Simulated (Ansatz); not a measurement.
**C₄H₆F₄: a ladder of functionals and wavefunction methods**

One table from this session's results is given with a row withheld; the runs are named, their logs left out.

Method: functionals in def2-TZVPP, the program's frozen cores in correlated methods; program: Ansatz 0.2.0, Gaussian basis.

The runs, in order: LDA (SPW92), PBE-D4, revPBE-D4, BLYP-D4, r2SCAN-D4, B97M-V, PBE0-D4, B3LYP-D4, r2SCANh-D4, r2SCAN0-D4, HSE06-D4, BHLYP-D4, CAM-B3LYP-D4, LC-ωPBE, ωB97X-V, ωB97M-V, B2PLYP, PBE-QIDH; CCSD(T)/def2-SVP; CCSD(T)/def2-TZVPP; MP2/def2-QZVPP; extrapolation to the limit; RPA on PBE.

### The geometry

An earlier PBE0-D4 in a triple-zeta def2 set relaxation fixed the geometry.

SMILES `CC(F)(F)C(F)CF`, 14 atoms, charge 0, spin multiplicity 1.

Atoms are counted from 1 here; the program's logs count them from 0.

Bond lengths: C1–C2 1.501 Å, C1–H9 1.090 Å, C1–H10 1.090 Å, C1–H11 1.089 Å, C2–F3 1.367 Å, C2–F4 1.359 Å, C2–C5 1.527 Å, C5–F6 1.377 Å, C5–C7 1.506 Å, C5–H12 1.095 Å, C7–F8 1.376 Å, C7–H13 1.093 Å, C7–H14 1.094 Å. Angles: C2–C1–H9 110.5°, C2–C1–H10 108.8°, C2–C1–H11 109.7°, H9–C1–H10 109.0°, H9–C1–H11 109.4°, H10–C1–H11 109.5°, C1–C2–F3 110.0°, C1–C2–F4 109.3°, C1–C2–C5 116.2°, F3–C2–F4 106.4°, F3–C2–C5 106.9°, F4–C2–C5 107.5°, C2–C5–F6 108.2°, C2–C5–C7 113.3°, C2–C5–H12 107.7°, F6–C5–C7 109.7°, F6–C5–H12 108.1°, C7–C5–H12 109.8° and more.

Coordinates:

```
C     0.3494   -0.9290   -1.3380
C     0.6499    0.3669   -0.6434
F     1.8494    0.2831    0.0063
F     0.7838    1.3531   -1.5686
C    -0.3799    0.8364    0.3821
F    -1.5865    0.9931   -0.2624
C    -0.5430   -0.1138    1.5389
F    -1.2595    0.5004    2.5396
H     0.3464   -1.7530   -0.6239
H     1.1189   -1.1114   -2.0880
H    -0.6239   -0.8683   -1.8237
H    -0.0609    1.8169    0.7502
H     0.4356   -0.3975    1.9340
H    -1.0927   -1.0060    1.2260
```

Set-up of the first run:

File in.yaml:

```yaml
crystal:
  periodic: [false, false, false]
  atoms:
    - {symbol: C, position_ang: [0.349410, -0.928955, -1.337974]}
    - {symbol: C, position_ang: [0.649883, 0.366892, -0.643415]}
    - {symbol: F, position_ang: [1.849448, 0.283084, 0.006262]}
    - {symbol: F, position_ang: [0.783781, 1.353090, -1.568636]}
    - {symbol: C, position_ang: [-0.379872, 0.836448, 0.382068]}
    - {symbol: F, position_ang: [-1.586547, 0.993124, -0.262444]}
    - {symbol: C, position_ang: [-0.542978, -0.113792, 1.538881]}
    - {symbol: F, position_ang: [-1.259496, 0.500417, 2.539602]}
    - {symbol: H, position_ang: [0.346380, -1.752960, -0.623863]}
    - {symbol: H, position_ang: [1.118871, -1.111423, -2.087973]}
    - {symbol: H, position_ang: [-0.623913, -0.868314, -1.823651]}
    - {symbol: H, position_ang: [-0.060930, 1.816871, 0.750222]}
    - {symbol: H, position_ang: [0.435642, -0.397536, 1.933952]}
    - {symbol: H, position_ang: [-1.092680, -1.006047, 1.225969]}
basis:
  gaussian: {orbitals: def2-TZVPP}
hamiltonian: {xc: lda}
output: {orbitals: {seedname: orbitals}}
```

Launch:

```sh
$ ansatz run in.yaml --threads 2 --pin off --events-out ev --progress --plain --max-ram 32768MiB --backend cuda --devices 0, --max-vram 18GiB
```

Among the steps run: LDA; PBE-D4 (GGA); revPBE-D4 (GGA); BLYP-D4 (GGA); r2SCAN-D4 (meta-GGA); B97M-V (meta-GGA); PBE0-D4 (hybrid); B3LYP-D4 (hybrid); r2SCANh-D4 (hybrid); r2SCAN0-D4 (hybrid); HSE06-D4 (hybrid); BHLYP-D4 (hybrid); CAM-B3LYP-D4 (range-separated); LC-ωPBE (range-separated); ωB97X-V (range-separated); ωB97M-V (range-separated); B2PLYP (double hybrid); PBE-QIDH (double hybrid).

One table of the session follows, with a row left open; its other results are not shown here.

It belongs to the step «Orbital energies across the functionals». 

```
  functional  HOMO (eV)  LUMO (eV)  gap (eV)
 LDA (SPW92)      -7.99      -0.01      7.98
      PBE-D4      -7.78       0.32      8.11
   revPBE-D4      -7.70       0.45      8.14
     BLYP-D4      -7.76       0.35      8.10
   r2SCAN-D4      -8.18       0.73      8.91
      B97M-V      -8.37       0.52      8.89
     PBE0-D4      -9.56       1.17     10.73
    B3LYP-D4      -9.35       0.81     10.16
  r2SCANh-D4          ?          ?         ?
  r2SCAN0-D4      -9.82       1.72     11.54
    HSE06-D4      -9.15       0.80      9.95
    BHLYP-D4     -11.31       1.70     13.02
CAM-B3LYP-D4     -11.11       1.89     13.00
     LC-ωPBE     -12.36       3.23     15.58
     ωB97X-V     -12.04       3.01     15.06
     ωB97M-V     -11.97       2.55     14.52
```

Q: Estimate the row for r2SCANh-D4 from the others.

Worked estimate for «HOMO (eV)». Against the share of exact exchange, r2SCAN-D4 (0, -8.18), r2SCAN0-D4 (0.25, -9.82) give a slope of -6.56 per unit share; at 0.1 the line stands at -8.84.

The run gave: HOMO (eV): -8.84; LUMO (eV): 1.15; gap (eV): 9.99. In «HOMO (eV)» the line misses by 0.00.
